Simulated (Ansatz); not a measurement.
**SnTe2: how the settings move a single-point run**

Aim: see which settings change the result for SnTe2, by how much, and at what cost. The cell is built on a prototype (fluorite) and needn't be the phase found in nature.

Program: Ansatz 0.2.0. Level of theory: reference: DFT, r2SCAN, plane waves, PAW. These are calculated values, not measurements.

2 further runs of the same task are left out: 2 that didn't finish.

### Step 1. The structure to begin with

Symmetry: Fm-3m, No. 225, cubic system. Conventional cell: a = 7.402 Å, b = 7.402 Å, c = 7.402 Å, α = 90.00°, β = 90.00°, γ = 90.00°. Around Sn (site symmetry m-3m) lie 8 Te at 3.21 Å. Te (site symmetry -43m) is surrounded by 4 Sn at 3.21 Å.

As a file:

```xyz
3
Lattice="0.0000 3.7010 3.7010 3.7010 0.0000 3.7010 3.7010 3.7010 0.0000" Properties=species:S:1:pos:R:3 pbc="T T T"
Sn    0.0000    0.0000    0.0000
Te    1.8505    1.8505    1.8505
Te    5.5516    5.5516    5.5516
```

### Step 2. Baseline

Contents of input.yaml:

```yaml
crystal:
  lattice:
    - [0.0, 3.7010376726, 3.7010376726]
    - [3.7010376726, 0.0, 3.7010376726]
    - [3.7010376726, 3.7010376726, 0.0]
  atoms:
    - { symbol: Sn, position: [0.0, 0.0, 0.0] }
    - { symbol: Te, position: [0.25, 0.25, 0.25] }
    - { symbol: Te, position: [0.75, 0.75, 0.75] }
kpoints:
  mp_grid: { grid: [4, 4, 4] }
hamiltonian:
  xc: r2scan
scf:
  occupations: { method: fermi_dirac, width: 0.02 }
  n_extra_bands: 4
output:
  forces: true
  stress: true
  eigenvalues: true
  write_density: true
  write_potential: true
  elf: true
  volumetric_format: npy
```

Started as:

```
ansatz run input.yaml --threads 4 --pin off --max-ram 3686MiB --backend cpu --events-out ev --progress --plain --runs-dir out
```

### Step 3. Changing settings: occupations.method methfessel_paxton, occupations.width 0.05

Edit input.yaml of step 2 so:

```diff
@@ -14,3 +14,3 @@
 scf:
-  occupations: { method: fermi_dirac, width: 0.02 }
+  occupations: { method: methfessel_paxton, width: 0.05 }
   n_extra_bands: 4
@@ -20,5 +20 @@
   eigenvalues: true
-  write_density: true
-  write_potential: true
-  elf: true
-  volumetric_format: npy
```

### Step 4. Variant: ecutwfc 900

Edit input.yaml of step 2 so:

```diff
@@ -20,5 +20,3 @@
   eigenvalues: true
-  write_density: true
-  write_potential: true
-  elf: true
-  volumetric_format: npy
+basis:
+  ecutwfc: 900
```

### Step 5. Changing settings: pseudopotentials.kind nc

Edit input.yaml of step 2 so:

```diff
@@ -13,2 +13,3 @@
   xc: r2scan
+  pseudopotentials: { kind: nc }
 scf:
@@ -20,5 +21 @@
   eigenvalues: true
-  write_density: true
-  write_potential: true
-  elf: true
-  volumetric_format: npy
```

### Step 6. Variant: n_extra_bands 24

Edit input.yaml of step 2 so:

```diff
@@ -15,3 +15,3 @@
   occupations: { method: fermi_dirac, width: 0.02 }
-  n_extra_bands: 4
+  n_extra_bands: 24
 output:
@@ -20,5 +20 @@
   eigenvalues: true
-  write_density: true
-  write_potential: true
-  elf: true
-  volumetric_format: npy
```

### Step 7. Changed: mp_grid.grid [2, 2, 2]

Edit input.yaml of step 2 so:

```diff
@@ -10,3 +10,3 @@
 kpoints:
-  mp_grid: { grid: [4, 4, 4] }
+  mp_grid: { grid: [2, 2, 2] }
 hamiltonian:
@@ -20,5 +20 @@
   eigenvalues: true
-  write_density: true
-  write_potential: true
-  elf: true
-  volumetric_format: npy
```

### Step 8. The same system, input altered

Edit input.yaml of step 2 so:

```diff
@@ -16,2 +16,4 @@
   n_extra_bands: 4
+  convergence: { dr2_threshold: 0.0001 }
+  max_iter: 52
 output:
@@ -20,5 +22 @@
   eigenvalues: true
-  write_density: true
-  write_potential: true
-  elf: true
-  volumetric_format: npy
```

(Steps that only read results are left out.)

**Question.** What will these runs give? Wanted: for each run, ending; energy change; pressure; gap; force.

**Answer**, as computed:

| run | ending | energy change | pressure (GPa) | gap (eV) | force (eV/Å) | cycles | time |
| --- | --- | --- | --- | --- | --- | --- | --- |
| reference | converged | 0 | 0.4 | 0.00 | 0.00 | 7 | 3.1 s |
| 1: occupations.method methfessel_paxton, occupations.width 0.05 | converged | +0.3 meV/atom (σ→0) | 0.5 | 0.00 | 0.00 | 7 | 2.6 s |
| 2: ecutwfc 900 | converged | -1.6 meV/atom | 0.4 | 0.00 | 0.00 | 7 | 5.7 s |
| 3: pseudopotentials.kind nc | converged | not comparable | 0.4 | 0.00 | 0.00 | 7 | 8.8 s |
| 4: n_extra_bands 24 | converged | 0.0 meV/atom | 0.4 | 0.00 | 0.00 | 7 | 3.3 s |
| 5: mp_grid.grid [2, 2, 2] | converged | -280.4 meV/atom | -3.2 | 0.00 | 0.00 | 7 | 1.8 s |
| 6: dr2_threshold 0.0001 | converged | 0.0 meV/atom | 0.4 | 0.00 | 0.00 | 6 | 2.6 s |

Times don't compare one to one where runs were asked for different outputs or read a saved state (see the inputs); cycles may leave out searches for a lower state.

Residual by cycle in the longest SCF loop of each run; runs are numbered as in the table. The quantity is the density residual dr2, in eV.

| cycle | reference | run 1 | run 2 | run 3 | run 4 | run 5 | run 6 |
| --- | --- | --- | --- | --- | --- | --- | --- |
| 1 | 0.0043 | 0.0039 | 0.0043 | 0.0881 | 0.0043 | 0.0571 | 0.0043 |
| 2 | 0.00563 | 0.0053 | 0.00563 | 0.00943 | 0.00542 | 0.00131 | 0.00563 |
| 3 | 0.00145 | 0.00128 | 0.00146 | 2.3e-4 | 0.00138 | 4.7e-4 | 0.00145 |
| 4 | 2.9e-4 | 4.2e-4 | 2.9e-4 | 1.2e-5 | 2.6e-4 | 9.5e-5 | 2.9e-4 |
| 5 | 7.6e-6 | 1.7e-5 | 7.9e-6 | 3.8e-7 | 7.7e-6 | 8.2e-6 | 7.6e-6 |
| 6 | 4.0e-7 | 4.8e-7 | 4.2e-7 | 2.4e-8 | 3.6e-7 | 1.4e-7 | 4.0e-7 |
| 7 | 1.2e-8 | 2.3e-8 | 1.2e-8 | 8.0e-10 | 1.1e-8 | 3.3e-8 | - |

Semilocal functionals close small gaps, so the missing gap need not be the real solid's. Of the variants the dearest is «pseudopotentials.kind nc» (8.8 s), the cheapest «mp_grid.grid [2, 2, 2]» (1.8 s), on a shared host.
